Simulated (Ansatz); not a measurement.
# CH5ClOSi2: a ladder of functionals and wavefunction methods

How much do the methods differ for CH5ClOSi2? The plan is to run it at one geometry with functionals of several rungs and with coupled cluster, and see how far each lands from CCSD(T) at the basis-set limit for the atomisation energy.

The runs use Ansatz 0.2.0, Gaussian basis; functionals in def2-TZVPP, the program's frozen cores in correlated methods.

Plan: PBE-D4, r2SCAN-D4, PBE0-D4, B3LYP-D4, ωB97X-V, ωB97M-V, B2PLYP; CCSD(T)/def2-TZVPP; MP2/def2-QZVPP; extrapolation to the limit.

### Step 1. Structure used throughout

An earlier PBE0-D4 in a triple-zeta def2 set relaxation fixed the geometry.

SMILES `ClC[SiH]1O[SiH2]1`, 10 atoms, charge 0, spin multiplicity 1.

Atoms are counted from 1 here; the program's logs count them from 0.

Bond lengths: Cl1–C2 1.788 Å, C2–Si3 1.873 Å, C2–H6 1.091 Å, C2–H7 1.090 Å, Si3–O4 1.687 Å, Si3–Si5 2.194 Å, Si3–H8 1.482 Å, O4–Si5 1.698 Å, Si5–H9 1.484 Å, Si5–H10 1.484 Å. Angles: Cl1–C2–Si3 109.0°, Cl1–C2–H6 107.8°, Cl1–C2–H7 107.9°, Si3–C2–H6 111.8°, Si3–C2–H7 111.5°, H6–C2–H7 108.8°, C2–Si3–O4 114.2°, C2–Si3–Si5 124.1°, C2–Si3–H8 109.8°, O4–Si3–Si5 49.8°, O4–Si3–H8 114.6°, Si5–Si3–H8 125.7°, Si3–O4–Si5 80.8°, Si3–Si5–O4 49.4°, Si3–Si5–H9 125.0°, Si3–Si5–H10 124.4°, O4–Si5–H9 114.1°, O4–Si5–H10 113.8° and more.

### Step 2. PBE-D4 (GGA)

Input file in.yaml:

```yaml
crystal:
  periodic: [false, false, false]
  atoms:
    - {symbol: Cl, position_ang: [-1.676553, -1.457730, -1.965220]}
    - {symbol: C, position_ang: [-1.425220, -0.066125, -0.871132]}
    - {symbol: Si, position_ang: [-0.138115, -0.523174, 0.410197]}
    - {symbol: O, position_ang: [1.447092, -0.509281, -0.166229]}
    - {symbol: Si, position_ang: [1.557356, 0.756090, 0.961132]}
    - {symbol: H, position_ang: [-2.385758, 0.175225, -0.413593]}
    - {symbol: H, position_ang: [-1.102432, 0.780820, -1.476542]}
    - {symbol: H, position_ang: [-0.533742, -1.776338, 1.094559]}
    - {symbol: H, position_ang: [2.495268, 0.491356, 2.079678]}
    - {symbol: H, position_ang: [1.845103, 2.077957, 0.350050]}
basis:
  gaussian: {orbitals: def2-TZVPP}
hamiltonian: {xc: pbe, dispersion: d4}
output: {forces: true, orbitals: {seedname: orbitals}}
```

Launch:

```bash
$ ansatz run in.yaml --threads 4 --pin off --events-out ev --progress --plain --max-ram 10444MiB
```

After this run come: r2SCAN-D4 (meta-GGA); PBE0-D4 (hybrid); B3LYP-D4 (hybrid); ωB97X-V (range-separated); ωB97M-V (range-separated); B2PLYP (double hybrid); CCSD(T) in def2-TZVPP; MP2 in def2-QZVPP.

Q: Predict the results of all the runs planned. Wanted: atomisation energy, CCSD(T)/CBS; farthest; mean size of error, hybrid; mean size of error, range-separated; gap, smallest and largest; T1 diagnostic; triples share of the correlation energy.

As calculated:

| quantity | value |
| --- | --- |
| atomisation energy, CCSD(T)/CBS | 814.9 kcal/mol |
| functionals within 4.1 kcal/mol (0.5 %) | r2SCAN-D4, ωB97X-V, ωB97M-V |
| farthest | B2PLYP (-14.7 kcal/mol) |
| mean size of error, hybrid | 5.7 kcal/mol |
| mean size of error, range-separated | 2.4 kcal/mol |
| gap, smallest and largest | 4.04 eV (PBE-D4), 10.27 eV (ωB97X-V) |
| T1 diagnostic | 0.0131 |
| triples share of the correlation energy | 4.1 % |

What this shows: PBE-D4 misses by +8.8 kcal/mol. Double hybrids carry the basis error of their MP2 part in triple zeta, and no dispersion term here, so their miss is partly the set-up's. The reference freezes the cores and leaves out relativity and excitations past (T), so misses under about 4.1 kcal/mol can't be ranked. Hartree-Fock recovers 71 % of the binding; the rest is correlation. Orbital gaps span 4.0 to 10.3 eV; exact exchange widens them.
